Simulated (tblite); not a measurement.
# C5H8F2OSe: the cost of one run

Computed with tblite 0.8.0 and PySCF 2.14.0, with density-fitted response routines of our own, on a single molecule in the gas phase. Atoms are numbered from 0 throughout.

**1. The starting structure**

17 atoms, charge 0, multiplicity 1; geometry from: force field or distance geometry start.

Bonds of the start (Å): C0–C1 1.49, C1–O2 1.41, O2–C3 1.39, C3–F4 1.41, C3–F5 1.38, C1–C6 1.51, C6–Se7 1.93, Se7–C8 1.95, C8–C1 1.49, C0–H9 1.14, C0–H10 1.09, C0–H11 1.11, C3–H12 1.09, C6–H13 1.10, C6–H14 1.11, C8–H15 1.11, C8–H16 1.10.

**2. Optimising the geometry with GFN2-xTB**

The job: settings as JSON, then the geometry in Å.

```
{"job": {"kind": "relax", "xc": "GFN2-xTB", "basis": "xTB"}, "charge": 0, "multiplicity": 1}
C     -0.675400    -1.216400    -0.287600
C     -0.266100     0.118000     0.225700
O      0.960800     0.043300     0.923100
C      1.897300    -0.413000     0.003500
F      2.449400    -1.625000     0.461600
F      2.955100     0.464300    -0.133800
C     -1.392800     0.734200     1.028800
Se    -2.059000     1.676200    -0.512900
C     -0.176700     1.242400    -0.753700
H     -1.422700    -1.625700     0.472200
H      0.087800    -1.992800    -0.346700
H     -1.256800    -1.175900    -1.235400
H      1.444900    -0.608700    -0.973400
H     -0.972500     1.360300     1.831500
H     -2.124900    -0.018500     1.396900
H      0.429400     2.077000    -0.330700
H      0.115200     0.972100    -1.778900
```

Launch:

```
OMP_NUM_THREADS=1 python probes_run.py task.json out
```

One launch serves the whole session: the jobs run in the order shown.

**Question.** How long does this first job take on 1 thread of Arm Neoverse N1, shared host?

About 1.5 s.
